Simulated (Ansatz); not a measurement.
# PbS: strong compression

The task here is to estimate one member of a computed series from the others.

Computed with Ansatz 0.2.0 (DFT PBE, with the methods named in each step, unless a step's input says otherwise).

**Starting point**

It takes space group Fm-3m (No. 225, cubic). The conventional cell has a = 5.387 Å, b = 5.387 Å, c = 5.387 Å, α = 90.00°, β = 90.00°, γ = 90.00°. Pb (site symmetry m-3m) is surrounded by 6 S at 2.69 Å. Around S (site symmetry m-3m) lie 6 Pb at 2.69 Å.

As a file:

```
Pb S
1.0
     0.00000    2.69344    2.69344
     2.69344    0.00000    2.69344
     2.69344    2.69344    0.00000
Pb S
1 1
Direct
  0.00000 0.00000 0.00000
  0.50000 0.50000 0.50000
```

Whether this phase is the stable one at these pressures isn't tested.

Atoms are numbered in the order of the input: Pb1, S2.

The first run:

Input file input.yaml:

```yaml
crystal:
  lattice:
    - [0.0, 2.6934405028, 2.6934405028]
    - [2.6934405028, 0.0, 2.6934405028]
    - [2.6934405028, 2.6934405028, 0.0]
  atoms:
    - { symbol: Pb, position: [0.0, 0.0, 0.0] }
    - { symbol: S, position: [0.5, 0.5, 0.5] }
kpoints:
  mp_grid: { grid: [14, 14, 14] }
scf:
  occupations: { method: fermi_dirac, width: 0.1 }
hamiltonian:
  xc: pbe
  pseudopotentials: { kind: paw }
output:
  forces: true
  stress: true
  write_density: true
  write_potential: true
  elf: true
  volumetric_format: npy
relax:
  f_tol: 0.005
  max_steps: 40
  cell: {}
```

The run is started by

```console
> ansatz run input.yaml --threads 1 --pin off --max-ram 2048MiB --backend cpu --events-out ev --progress --plain --runs-dir out
```

Among the steps run: Cell relaxed at zero pressure, PAW; Volume scaled by 1, PAW; Volume scaled by 0.94, PAW; Volume scaled by 0.88, PAW; Volume scaled by 0.8, PAW; Volume scaled by 0.72, PAW; Volume scaled by 0.64, PAW; Volume scaled by 0.55, PAW; Volume scaled by 0.55, PAW (level accurate).

One table of the session follows, with a row left open; its other results are not shown here.

| method | volume over the first | volume (Å³/atom) | pressure (GPa) |
| --- | --- | --- | --- |
| PAW | 1 | 27.114 | 0.01 |
| PAW | 0.94 | ? | ? |
| PAW | 0.88 | 23.860 | 8.88 |
| PAW | 0.8 | 21.691 | 18.92 |
| PAW | 0.72 | 19.522 | 34.51 |
| PAW | 0.64 | 17.353 | 59.27 |
| PAW | 0.55 | 14.913 | 107.47 |
| PAW (level accurate) | 0.55 | 14.913 | 107.65 |

**Question.** Estimate the row for PAW, 0.94.

The run gave: volume (Å³/atom): 25.487; pressure (GPa): 3.75. In the column «volume (Å³/atom)» it lies between PAW, 0.88 (23.860) and PAW, 1 (27.114).

Limits of these values: Warnings in the runs' records: written density without core change.
